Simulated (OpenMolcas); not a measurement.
# Fe²⁺ in KZnF3: CASSCF and CASPT2 levels and susceptibility

Aim: the ligand-field states of Fe²⁺ in this surrounding, its lowest levels with spin-orbit coupling and its magnetic susceptibility.

Method: state-averaged CASSCF and CASPT2, spin-orbit coupling by RASSI with atomic mean-field integrals. Code: OpenMolcas 26.06.

### 1 The system

* Species: Fe²⁺ (iron, Z = 26, 24 electrons)
* Basis: ANO-RCC-VTZP [6s5p3d2f1g], 167 functions with the ligands
* Scalar Hamiltonian: DKH2, point nucleus
* Inactive shells: 1s 2s 2p 3s 3p of the metal, and all ligand shells
* Active space: 6 electrons in 5 orbitals (3d)
* Some configurations of this space: 3d6
* Orbitals: optimised for each spin and parity, averaged over all roots

The outer shells:

3d6
```
3d [↑↓][↑ ][↑ ][↑ ][↑ ]
```

Fe²⁺ is taken with its 6 nearest fluoride ions at 2.068 Å, on the cation site of KZnF3 (a = 4.054 Å). The rest of the host is ab initio model potentials to 7.6 Å, with orthogonalisation functions on the cations behind the ligands, and point charges beyond; the distance is set by hand, nothing relaxes, and no local charge compensation is placed. Ligand basis ANO-RCC-VDZP.

```xyz
15

Fe    0.0000    0.0000    0.0000
F     2.0680    0.0000    0.0000
F     0.0000    2.0680    0.0000
F    -2.0680    0.0000    0.0000
F     0.0000   -2.0680    0.0000
F     0.0000    0.0000    2.0680
F     0.0000    0.0000   -2.0680
K     2.0270   -2.0270   -2.0270
K    -2.0270    2.0270    2.0270
K     2.0270   -2.0270    2.0270
K    -2.0270    2.0270   -2.0270
K     2.0270    2.0270   -2.0270
K    -2.0270   -2.0270    2.0270
K     2.0270    2.0270    2.0270
K    -2.0270   -2.0270   -2.0270
```

The work runs as a chain of OpenMolcas steps in one folder; each step below is one input file. Labels, J, g values, rates, χT and fits are worked out afterwards by a script from the matrices that RASSI stores.

### 2 Basis and integrals

a.inp reads:

```
&GATEWAY
Basis set
Fe.ANO-RCC-VTZP.
Fe1 0.0 0.0 0.0 Angstrom
End of basis
Basis set
F.ANO-RCC-VDZP.
L1 2.068000 0.000000 0.000000 Angstrom
L2 0.000000 2.068000 0.000000 Angstrom
L3 0.000000 0.000000 2.068000 Angstrom
End of basis
Basis set
Zn.EMB-AIMP.Lopez-Moraza.11s8p.1s1p.ECP.KZnF3.
PseudoCharge
* 3 symmetry-unique lattice sites within 7.6 angstrom
End of basis
Basis set
K.EMB-AIMP.Lopez-Moraza.0s.0s.ECP.KZnF3.
PseudoCharge
* 16 symmetry-unique lattice sites within 7.6 angstrom
End of basis
Basis set
Zn.EMB-AIMP.Lopez-Moraza.0s.0s.ECP.KZnF3.
PseudoCharge
* 10 symmetry-unique lattice sites within 7.6 angstrom
End of basis
Basis set
F.EMB-AIMP.Lopez-Moraza.0s.0s.ECP.KZnF3.
PseudoCharge
* 39 symmetry-unique lattice sites within 7.6 angstrom
End of basis
Symmetry
XYZ
AngMom=0.0 0.0 0.0
AMFI
RICD
XField
1521 Angstrom 0
* Evjen-weighted lattice charges
&SEWARD
```

The run is started by

```sh
OMP_NUM_THREADS=1 MOLCAS_MEM=2457 MOLCAS_PROJECT=a pymolcas a.inp > a.log
```

Log:

```text
Basis set label: FE.ANO-RCC...6S5P3D2F1G.

      Electronic valence basis set:
      ------------------
      Associated Effective Charge  26.000000 au
      Associated Actual Charge     26.000000 au
      Nuclear Model: Point charge

      Shell  nPrim  nBasis  Cartesian Spherical Contaminant
         s      21       6        X
         p      15       5        X
         d      10       3                 X
         f       6       2                 X
         g       4       1                 X
                  Relativistic Douglas-Kroll-Hess integrals:
                    - DKH order of Hamiltonian: 2
                    - DKH order of Properties : 0
                  Atomic mean-field integrals
```

### 3 Reference wave functions, quintets, 5 roots

a.inp reads:

```
&RASSCF
FileOrb=start.orb
Symmetry=1
Spin=5
nActEl=6 0 0
Inactive=18 21
Ras2=5 0
CIRoot=5 5 1
SDav=5
CIMx=300
Iter=150 100
PrWF=0.3
OrbListing=Nothing
MaxOrb=1
LevShft=1.0
>>> COPY $Project.JobIph JOB001
```

start.orb holds start orbitals that the driver prepared beforehand, or those of the step before.

Log (excerpt; [...] marks lines left out):

```text
[...]
      Number of active orbitals                  5
[...]
      Spin quantum number                      2.0
[...]
      Active orbitals                            5   0
[...]
      Number of CSFs                             5
      Number of root(s) required                 5
[...]
      Convergence after 11 iterations
[...]
      Natural orbitals and occupation numbers for root  1
      sym 1:   1.000000   2.000000   1.000000   1.000000   1.000000
      Natural orbitals and occupation numbers for root  2
      sym 1:   1.000000   1.000000   1.000000   2.000000   1.000000
      Natural orbitals and occupation numbers for root  3
      sym 1:   2.000000   1.000000   1.000000   1.000000   1.000000
::    RASSCF root number  1 Total energy:  -1870.77732267
::    RASSCF root number  2 Total energy:  -1870.77732267
::    RASSCF root number  3 Total energy:  -1870.77732267
::    RASSCF root number  4 Total energy:  -1870.74105330
::    RASSCF root number  5 Total energy:  -1870.74105330
```

### 4 CASSCF: triplets, 45 roots

a.inp reads:

```
&RASSCF
FileOrb=start.orb
Symmetry=1
Spin=3
nActEl=6 0 0
Inactive=18 21
Ras2=5 0
CIRoot=45 45 1
SDav=45
CIMx=300
Iter=150 100
PrWF=0.3
OrbListing=Nothing
MaxOrb=0
LevShft=1.0
>>> COPY $Project.JobIph JOB002
```

Log (excerpt; [...] marks lines left out):

```text
[...]
      Number of active orbitals                  5
[...]
      Spin quantum number                      1.0
[...]
      Active orbitals                            5   0
[...]
      Number of CSFs                            45
      Number of root(s) required                45
[...]
      Convergence after  8 iterations
[...]
      Natural orbitals and occupation numbers for root  1
      sym 1:   1.053866   1.912848   0.084172   1.038140   1.910975
      Natural orbitals and occupation numbers for root  2
      sym 1:   1.910081   1.912867   0.085184   1.037102   1.054765
      Natural orbitals and occupation numbers for root  3
      sym 1:   1.912832   1.053304   0.083540   1.038787   1.911537
::    RASSCF root number  1 Total energy:  -1870.69826992
::    RASSCF root number  2 Total energy:  -1870.69826992
::    RASSCF root number  3 Total energy:  -1870.69826992
[...]
::    RASSCF root number 27 Total energy:  -1870.61682082
::    RASSCF root number 28 Total energy:  -1870.60484691
::    RASSCF root number 29 Total energy:  -1870.60484691
::    RASSCF root number 30 Total energy:  -1870.60484691
```

### 5 CASSCF: singlets, 50 roots

a.inp reads:

```
&RASSCF
FileOrb=start.orb
Symmetry=1
Spin=1
nActEl=6 0 0
Inactive=18 21
Ras2=5 0
CIRoot=50 50 1
SDav=50
CIMx=300
Iter=150 100
PrWF=0.3
OrbListing=Nothing
MaxOrb=0
LevShft=1.0
>>> COPY $Project.JobIph JOB003
```

The run is started by

```sh
OMP_NUM_THREADS=1 MOLCAS_MEM=2457 MOLCAS_PROJECT=a pymolcas a.inp > a.log
```

Log (excerpt; [...] marks lines left out):

```text
[...]
      Number of active orbitals                  5
[...]
      Spin quantum number                      0.0
[...]
      Active orbitals                            5   0
[...]
      Number of CSFs                            50
      Number of root(s) required                50
[...]
      Convergence after  8 iterations
[...]
      Natural orbitals and occupation numbers for root  1
      sym 1:   0.084568   1.943621   1.943621   0.084568   1.943621
      Natural orbitals and occupation numbers for root  2
      sym 1:   0.075114   1.960722   1.003894   1.000615   1.959654
      Natural orbitals and occupation numbers for root  3
      sym 1:   0.075308   1.959463   1.960711   1.000419   1.004098
::    RASSCF root number  1 Total energy:  -1870.67758240
::    RASSCF root number  2 Total energy:  -1870.65284541
::    RASSCF root number  3 Total energy:  -1870.65284541
[...]
::    RASSCF root number 27 Total energy:  -1870.54657280
::    RASSCF root number 28 Total energy:  -1870.54657280
::    RASSCF root number 29 Total energy:  -1870.53917651
::    RASSCF root number 30 Total energy:  -1870.52992077
```

### 6 RASSI: spin-orbit coupling between the states

a.inp reads:

```
&RASSI
NrOfJobIphs=3 5 45 50
1 2 3 4 5
1 2 3 4 5 6 7 8 9 10 11 12 13 14 15 16 17 18 19 20 21 22 23 24 25 26 27
28 29 30 31 32 33 34 35 36 37 38 39 40 41 42 43 44 45
1 2 3 4 5 6 7 8 9 10 11 12 13 14 15 16 17 18 19 20 21 22 23 24 25 26 27
28 29 30 31 32 33 34 35 36 37 38 39 40 41 42 43 44 45 46 47 48 49 50
IphNames
JOB001
JOB002
JOB003
EJob
SpinOrbit
DIPRint=1.0
SOCoupling=1000.0
Subsets=2
Property=9
'ANGMOM' 1 'ANGMOM' 2 'ANGMOM' 3 'MLTPL  1' 1 'MLTPL  1' 2 'MLTPL  1' 3
'AMFI' 1 'AMFI' 2 'AMFI' 3
SOProperty=3
'ANGMOM' 1 'ANGMOM' 2 'ANGMOM' 3
```

Log (excerpt; [...] marks lines left out):

```text
SPIN-FREE ENERGIES:
  (Shifted by EMIN (a.u.) =      -1870.7773226696)
 SF State       Relative EMIN(au)   Rel lowest level(eV)    D:o, cm**(-1)
     1             0.0000000000        0.0000000000              0.0000
     2             0.0000000000        0.0000000000              0.0000
     3             0.0000000000        0.0000000000              0.0000
     4             0.0362693715        0.9869398765           7960.2069
     5             0.0362693715        0.9869398765           7960.2069
     6             0.0790527485        2.1511348745          17350.0728
     7             0.0790527485        2.1511348745          17350.0728
     8             0.0790527485        2.1511348745          17350.0728
     9             0.0934557724        2.5430611205          20511.1712
    10             0.0934557724        2.5430611205          20511.1712
[...]
Eigenvalues of complex Hamiltonian:
   -----------------------------------
  (Shifted by EMIN (a.u.) =      -1870.7773226696)
 SO State       Relative EMIN(au)   Rel lowest level(eV)    D:o, cm**(-1)
     1            -0.0015256940        0.0000000000              0.0000
     2            -0.0015256940        0.0000000000              0.0000
     3            -0.0015256940        0.0000000000              0.0000
     4            -0.0006545298        0.0237055850            191.1984
     5            -0.0006545298        0.0237055850            191.1984
     6            -0.0005968988        0.0252738050            203.8470
     7            -0.0005968988        0.0252738050            203.8470
     8            -0.0005968988        0.0252738050            203.8470
     9             0.0006154937        0.0582646836            469.9364
    10             0.0007414440        0.0616919670            497.5793
    11             0.0007414440        0.0616919670            497.5793
[...]
```

These steps: 46 s of run time, 1 thread of Arm Neoverse V2, shared host.

States without spin-orbit coupling:

```csv
state,degeneracy,E (cm-1),free-ion L (%)
5T2,3,0,D (100)
5E,2,7960,D (100)
3T1,3,17350,H (56)
3T2,3,20511,H (67)
1A1,1,21890,G (53)
3T1,3,23222,H (68)
3T2,3,25909,G (74)
3E,2,26011,H (73)
3T1,3,26812,P (54)
1T1,3,27320,I (61)
3T2,3,30696,F (72)
3A2,1,30737,F (100)
3T1,3,31557,H (49)
1T2,3,32368,I (94)
3E,2,32536,G (71)
1E,2,34735,G (73)
3A1,1,35226,G (100)
1A1,1,35717,I (53)
1T2,3,37420,I (57)
3T2,3,37854,D (84)
3T1,3,37909,G (42)
1T1,3,38148,G (59)
1A2,1,38292,I (96)
1E,2,41943,I (64)
```

With spin-orbit coupling:

```json
{"E (cm-1)": "0.0", "Degeneracy": "3", "Label": "T2", "2S+1": "5"}
{"E (cm-1)": "191.2", "Degeneracy": "2", "Label": "E", "2S+1": "5"}
{"E (cm-1)": "203.8", "Degeneracy": "3", "Label": "T1", "2S+1": "5"}
{"E (cm-1)": "469.9", "Degeneracy": "1", "Label": "A1", "2S+1": "5"}
{"E (cm-1)": "497.6", "Degeneracy": "3", "Label": "T1", "2S+1": "5"}
{"E (cm-1)": "517.4", "Degeneracy": "3", "Label": "T2", "2S+1": "5"}
{"E (cm-1)": "8278", "Degeneracy": "1", "Label": "A2", "2S+1": "5"}
{"E (cm-1)": "8281", "Degeneracy": "3", "Label": "T2", "2S+1": "5"}
{"E (cm-1)": "8285", "Degeneracy": "2", "Label": "E", "2S+1": "5"}
{"E (cm-1)": "8289", "Degeneracy": "3", "Label": "T1", "2S+1": "5"}
{"E (cm-1)": "8294", "Degeneracy": "1", "Label": "A1", "2S+1": "5"}
{"E (cm-1)": "17474", "Degeneracy": "2", "Label": "E", "2S+1": "3"}
{"E (cm-1)": "17499", "Degeneracy": "3", "Label": "T2", "2S+1": "3"}
{"E (cm-1)": "17785", "Degeneracy": "1", "Label": "A1", "2S+1": "3"}
{"E (cm-1)": "17839", "Degeneracy": "3", "Label": "T1", "2S+1": "3"}
{"E (cm-1)": "20758", "Degeneracy": "3", "Label": "T1", "2S+1": "3"}
{"E (cm-1)": "20823", "Degeneracy": "2", "Label": "E", "2S+1": "3"}
{"E (cm-1)": "20838", "Degeneracy": "3", "Label": "T2", "2S+1": "3"}
{"E (cm-1)": "20839", "Degeneracy": "1", "Label": "A2", "2S+1": "3"}
{"E (cm-1)": "22379", "Degeneracy": "1", "Label": "A1", "2S+1": "1"}
{"E (cm-1)": "23467", "Degeneracy": "3", "Label": "T1", "2S+1": "3"}
{"E (cm-1)": "23477", "Degeneracy": "2", "Label": "E", "2S+1": "3"}
{"E (cm-1)": "23512", "Degeneracy": "3", "Label": "T2", "2S+1": "3"}
{"E (cm-1)": "23597", "Degeneracy": "1", "Label": "A1", "2S+1": "3"}
```

The table of states holds 24 of 43 computed; the rest, higher up, is left out.

Powder χT (cm³ K/mol): 3.16 at 2 K, 3.20 at 5 K, 3.26 at 10 K, 3.38 at 20 K, 3.72 at 50 K, 4.09 at 100 K, 4.20 at 150 K, 4.19 at 200 K, 4.15 at 250 K, 4.09 at 300 K.

The orbitals of the open shell are 96 to 98 % metal; the Mulliken charge of the metal is +1.96 e.

### 7 CASPT2: IPEA 0.25, imaginary shift 0.1 (closed shells correlated: 3s 3p of the metal, with ligand shells; the Frozen line counts the rest)

a.inp reads:

```
>>> COPY JOB001 $Project.JobIph
&CASPT2
Multistate=5 1 2 3 4 5
NoMult
Frozen=5 6
IPEA=0.25
Imaginary=0.1
MaxIter=60
WThr=0.0 0.3 0.05
PrWF=0.5
NoMix
>>> COPY JOB002 $Project.JobIph
&CASPT2
Multistate=45 1 2 3 4 5 6 7 8 9 10 11 12 13 14 15 16 17 18 19 20 21 22
23 24 25 26 27 28 29 30 31 32 33 34 35 36 37 38 39 40 41 42 43 44 45
NoMult
Frozen=5 6
IPEA=0.25
Imaginary=0.1
MaxIter=60
WThr=0.0 0.3 0.05
PrWF=0.5
NoMix
>>> COPY JOB003 $Project.JobIph
&CASPT2
Multistate=50 1 2 3 4 5 6 7 8 9 10 11 12 13 14 15 16 17 18 19 20 21 22
23 24 25 26 27 28 29 30 31 32 33 34 35 36 37 38 39 40 41 42 43 44 45 46
47 48 49 50
NoMult
Frozen=5 6
IPEA=0.25
Imaginary=0.1
MaxIter=60
WThr=0.0 0.3 0.05
PrWF=0.5
NoMix
```

Log (excerpt; [...] marks lines left out):

```text
[...]
      Active orbitals                            5   0
[...]
      E2 (Variational):          -1.7264559417
      Total energy:           -1872.5037786113
[...]
::    CASPT2 Root  1     Total energy:  -1872.50377861
::    CASPT2 Root  2     Total energy:  -1872.50377864
[...]
::    CASPT2 Root 27     Total energy:  -1872.30599190
::    CASPT2 Root 28     Total energy:  -1872.30583959
::    CASPT2 Root 29     Total energy:  -1872.30620763
::    CASPT2 Root 30     Total energy:  -1872.29411286
```

This run: 8.1 min of run time, 1 thread of Arm Neoverse V2, shared host.

SS-CASPT2: lowest energy less the reference's lowest, -1.7265 hartree; reference weights 0.727 to 0.743.

States without spin-orbit coupling:

```csv
state,degeneracy,E (cm-1),free-ion L (%)
5T2,3,0,D (100)
5E,2,9407,D (100)
3T1,3,14197,H (56)
3T2,3,16372,H (67)
1A1,1,17562,G (53)
3T1,3,20355,H (68)
3T2,3,21509,G (74)
3T1,3,22787,P (54)
3E,2,22800,H (73)
1T1,3,23057,I (61)
3T2,3,26412,F (72)
3A2,1,26779,F (100)
1T2,3,27585,I (94)
3T1,3,29361,H (49)
3E,2,29782,G (71)
1A1,1,30172,I (53)
1E,2,30225,G (73)
3T2,3,32063,D (84)
3A1,1,32234,G (100)
1T2,3,32292,I (57)
1T1,3,33211,G (59)
1A2,1,34327,I (96)
3T1,3,36638,G (42)
1T2,3,36772,D (69)
```

With spin-orbit coupling:

```csv
E (cm-1),Degeneracy,Label,2S+1
0,3,T2,5
190,2,E,5
200,3,T1,5
470,1,A1,5
500,3,T1,5
520,3,T2,5
9720,1,A2,5
9720,3,T2,5
9720,2,E,5
9730,3,T1,5
9730,1,A1,5
14320,2,E,3
14350,3,T2,3
14580,1,A1,3
14690,3,T1,3
16630,3,T1,3
16700,2,E,3
16700,1,A2,3
16710,3,T2,3
18120,1,A1,1
20530,2,E,3
20550,3,T1,3
20620,3,T2,3
20730,1,A1,3
```

Powder χT (cm³ K/mol): 3.15 at 2 K, 3.18 at 5 K, 3.24 at 10 K, 3.36 at 20 K, 3.71 at 50 K, 4.07 at 100 K, 4.18 at 150 K, 4.17 at 200 K, 4.13 at 250 K, 4.07 at 300 K.

### 8 The methods side by side

A. CASSCF
B. SS-CASPT2, IPEA 0.25, imaginary shift 0.1 (closed shells correlated: 3s 3p of the metal, with ligand shells; the Frozen line counts the rest)

```csv
method,ground state,first state of that spin (cm-1),first gap with spin-orbit (cm-1),χT at 300 K
A,5T2,5E 7960,191.2,4.09
B,5T2,5E 9407,191.7,4.07
```

### 9 What came out

```
                                            quantity                                                                                                                                          value
                                              method  SS-CASPT2, IPEA 0.25, imaginary shift 0.1 (closed shells correlated: 3s 3p of the metal, with ligand shells; the Frozen line counts the rest)
                              spin-free ground state                                                                                                                5T2, 3-fold in its orbital part
first state of the same spin within the active space                                                                                                                                5E at 9410 cm⁻¹
                                        lowest level                                                                                                                                      3-fold T2
                                          next level                                                                                                                                     191.7 cm⁻¹
                                         χT at 300 K                                                                                                                                 4.07 cm³ K/mol
                           effective moment at 300 K                                                                                                                                        5.71 μB
```

Cost by method:

```csv
method,time of its own steps,time with the reference
A. CASSCF,46 s,46 s
"B. SS-CASPT2, IPEA 0.25, imaginary shift 0.1, +3s 3p",8.1 min,8.8 min
```

Times are of one thread on a shared host.

**Reading.** The spin-free ground state (5T2) comes to 100 % from free-ion D terms and keeps the highest spin of the shell. χT at 300 K is 4.07, against 3.01 cm³ K/mol for the spin alone, so orbital moment adds to it. An active space of the d shell alone favours high spin; real ions in strong fields can be low spin. CASPT2 does not keep the components of a term degenerate, and the means are used. With metal d orbitals alone active, the gaps between spin states are rough; where two lie within a few thousand cm-1, their order is open. With one d shell, CASPT2 may overshoot the field of a late 3d ion.
